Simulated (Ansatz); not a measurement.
# Cl2OTi: the cost of one run

Computed with Ansatz 0.2.0, Gaussian basis. Level: unrestricted cation, the program's frozen cores in correlated methods.

Levels to be run: UKS PBE-D4/def2-TZVPP; UKS r2SCAN-D4/def2-TZVPP; UKS PBE0-D4/def2-TZVPP; UKS B3LYP-D4/def2-TZVPP; UKS wB97X-V/def2-TZVPP; UKS wB97M-V/def2-TZVPP; UKS B2PLYP/def2-TZVPP; UHF-CCSD(T)/def2-TZVPP; UHF-MP2/def2-QZVPP; extrapolation to the limit; then −ε(HOMO) from the neutral's earlier runs with LDA (SPW92), PBE-D4, revPBE-D4, BLYP-D4, r2SCAN-D4, B97M-V, PBE0-D4, B3LYP-D4, r2SCANh-D4, r2SCAN0-D4, HSE06-D4, BHLYP-D4, CAM-B3LYP-D4, LC-ωPBE, ωB97X-V, ωB97M-V.

## Step 1: Structure used throughout

The geometry comes from an earlier relaxation with PBE0-D4 in a triple-zeta def2 set; it is a stationary point.

SMILES `[O]=[Ti]([Cl])[Cl]`, 4 atoms, charge 0, spin multiplicity 1.

Atoms are counted from 1 here; the program's logs count them from 0.

Bond lengths: O1–Ti2 1.581 Å, Ti2–Cl3 2.218 Å, Ti2–Cl4 2.218 Å. Angles: O1–Ti2–Cl3 115.7°, O1–Ti2–Cl4 115.7°, Cl3–Ti2–Cl4 128.6°.

## Step 2: Cation, UKS PBE-D4/def2-TZVPP

in.yaml reads:

```yaml
crystal:
  periodic: [false, false, false]
  atoms:
    - {symbol: O, position_ang: [0.350595, 1.058056, 1.239880]}
    - {symbol: Ti, position_ang: [0.018582, 0.054934, 0.063702]}
    - {symbol: Cl, position_ang: [1.131105, -1.864213, 0.092126]}
    - {symbol: Cl, position_ang: [-1.500282, 0.751223, -1.395707]}
basis:
  gaussian: {orbitals: def2-TZVPP}
total_charge: 1
magnetization: {spin_polarized: true, initial_magnetization: 1}
hamiltonian: {xc: pbe, dispersion: d4}
```

Launch:

```console
> ansatz run in.yaml --threads 4 --pin off --events-out ev --progress --plain --max-ram 10444MiB
```

**Question.** How long does this run take on 4 threads of AMD EPYC 9R45, shared host, and how much memory does it need?

About 7 s, with a peak of 0.51 GiB.
